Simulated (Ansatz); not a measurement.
# SiSnH₄O: how energies converge with the basis set

Aim: see how fast density functionals converge with the basis set for SiSnH₄O.

Computed with Ansatz 0.2.0, Gaussian basis. Level: one geometry, several basis sets.

Levels to be run: PBE0-D4/def2-SVP; ωB97M-V/def2-SVP; PBE0-D4/def2-QZVPP; ωB97M-V/def2-QZVPP; the functionals' def2-TZVPP values are taken from earlier runs.

**1. The relaxed structure**

An earlier PBE0-D4/def2-TZVP relaxation fixed the geometry. Sn takes the def2 core potential; no spin-orbit term is included.

7 atoms, charge 0, spin multiplicity 1.

Atoms are counted from 1 here; the program's logs count them from 0.

Bond lengths: O1–Si2 1.618 Å, O1–Sn3 2.135 Å, Si2–Sn3 2.454 Å, Si2–H4 1.486 Å, Si2–H5 1.486 Å, Sn3–H6 1.709 Å, Sn3–H7 1.709 Å. Angles: Si2–O1–Sn3 80.4°, O1–Si2–Sn3 59.1°, O1–Si2–H4 118.8°, O1–Si2–H5 118.8°, Sn3–Si2–H4 120.7°, Sn3–Si2–H5 120.7°, H4–Si2–H5 110.3°, O1–Sn3–Si2 40.6°, O1–Sn3–H6 104.8°, O1–Sn3–H7 104.8°, Si2–Sn3–H6 122.4°, Si2–Sn3–H7 122.4°, H6–Sn3–H7 108.5°.

**2. PBE0-D4 in def2-SVP**

in.yaml reads:

```yaml
crystal:
  periodic: [false, false, false]
  atoms:
    - {symbol: O, position_ang: [-0.017976, -1.205585, 0.342788]}
    - {symbol: Si, position_ang: [-0.579580, -0.471740, -0.985858]}
    - {symbol: Sn, position_ang: [0.556170, 0.805225, 0.775598]}
    - {symbol: H, position_ang: [-2.048784, -0.360389, -1.176519]}
    - {symbol: H, position_ang: [0.090299, -0.732346, -2.286110]}
    - {symbol: H, position_ang: [-0.186453, 1.159990, 2.273520]}
    - {symbol: H, position_ang: [2.247625, 0.736745, 1.010982]}
basis:
  gaussian: {orbitals: def2-SVP}
hamiltonian: {xc: pbe0, dispersion: d4}
output: {orbitals: {seedname: orbitals}}
```

The run is started by

```bash
$ ansatz run in.yaml --threads 2 --pin off --events-out ev --progress --plain --max-ram 4352MiB
```

The runs that follow: ωB97M-V in def2-SVP; PBE0-D4 in def2-QZVPP; ωB97M-V in def2-QZVPP.

Before running them: what should the planned runs give, taken together? Wanted: PBE0-D4: double and triple zeta above quadruple; ωB97M-V: double and triple zeta above quadruple.

**Answer**, as computed:

| quantity | value |
| --- | --- |
| PBE0-D4: double and triple zeta above quadruple | 6.34, 0.46 eV |
| ωB97M-V: double and triple zeta above quadruple | 6.43, 0.44 eV |

**Reading.** For PBE0-D4 the step from double to triple zeta gains 5.87 eV and the next only 0.46 eV. Total energies overstate the basis error of differences, where much of it tends to cancel.
